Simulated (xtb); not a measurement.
# GFN2-xTB run of Al3H3F6 ((F2Al-mu-H)3)

Wanted: a geometry optimisation of Al3H3F6 ((F2Al-mu-H)3). 

The calculation is run with xtb 6.7.1 later snapshot.

5 further runs of the same task are left out: 5 set aside as unsound or not needed.

## Step 1: The system as given

Al3H3F6: 12 atoms, total charge 0, spin state singlet. The shape comes from GFN2-xTB, which is rough for such elements, and wasn't checked as a minimum. The run starts from this shape.

Bond lengths: Al1–F2 1.633 Å, Al1–F3 1.653 Å, Al5–F6 1.653 Å, Al5–F7 1.632 Å, Al9–F10 1.637 Å, Al9–F11 1.636 Å, Al1–H4 1.696 Å, H4–Al5 1.692 Å, Al5–H8 1.669 Å, H8–Al9 1.706 Å, Al1–H12 1.672 Å, Al9–H12 1.705 Å. Some angles: F2–Al1–F3 129.8°, F6–Al5–F7 129.1°, F10–Al9–F11 119.6°, Al1–H4–Al5 108.1°, Al5–H8–Al9 110.2°, Al1–H12–Al9 109.5°, F2–Al1–H4 108.1°, F2–Al1–H12 108.1°, F3–Al1–H4 95.7°, F3–Al1–H12 101.0°.

## Step 2: A geometry optimisation at GFN2-xTB

Contents of xtb.inp:

```
$chrg 0
$spin 0
$end
```

Contents of geom.xyz:

```xyz
12

Al     1.53935000     0.12475000     0.43379000
F      3.10283000     0.50481000     0.15391000
F      0.85728000    -0.67810000     1.70764000
H      0.67947000     1.56787000     0.66586000
Al    -0.90779000     1.32503000     0.13217000
F     -0.52523000     1.24839000    -1.47413000
F     -1.89605000     2.36880000     0.90601000
H     -1.42139000    -0.22848000     0.46247000
Al    -0.58947000    -1.34689000    -0.52103000
F     -1.48509000    -1.34061000    -1.89142000
F     -0.34268000    -2.75389000     0.27624000
H      0.98877000    -0.79169000    -0.85151000
```

The run is started by

```sh
$ xtb -I xtb.inp -o vtight --gfn2 --parallel 1 -- geom.xyz > xtb.out
```

**Question.** What will come out? Wanted: total energy at the end; dipole moment; HOMO energy; LUMO energy; HOMO–LUMO gap; dispersion energy; mean polarisability.

**Answer.** As computed:

Level: GFN2-xTB.

| quantity | value |
| --- | --- |
| total energy at the end | -33.74628 Eh |
| dipole moment | 1.80 D |
| HOMO energy | -13.50 eV |
| LUMO energy | -7.47 eV |
| HOMO–LUMO gap | 6.03 eV |
| dispersion energy | -20.62 kJ/mol |
| mean polarisability (D4 model) | 90.5 bohr³ |

In words: At the final geometry: Bond lengths: Al1–F2 1.632 Å, Al1–F3 1.652 Å, Al5–F6 1.652 Å, Al5–F7 1.632 Å, Al9–F10 1.637 Å, Al9–F11 1.637 Å, Al1–H4 1.694 Å, H4–Al5 1.693 Å, Al5–H8 1.670 Å, H8–Al9 1.706 Å, Al1–H12 1.671 Å, Al9–H12 1.705 Å. Some angles: F2–Al1–F3 129.3°, F6–Al5–F7 129.1°, F10–Al9–F11 119.6°, Al1–H4–Al5 108.2°, Al5–H8–Al9 110.0°, Al1–H12–Al9 109.8°, F2–Al1–H4 108.5°, F2–Al1–H12 108.3°, F3–Al1–H4 95.8°, F3–Al1–H12 101.7°. The optimisation took 14 steps and changed the energy by -0.000 eV. Mulliken charges run from -0.27 on F3 to +0.51 on Al9.
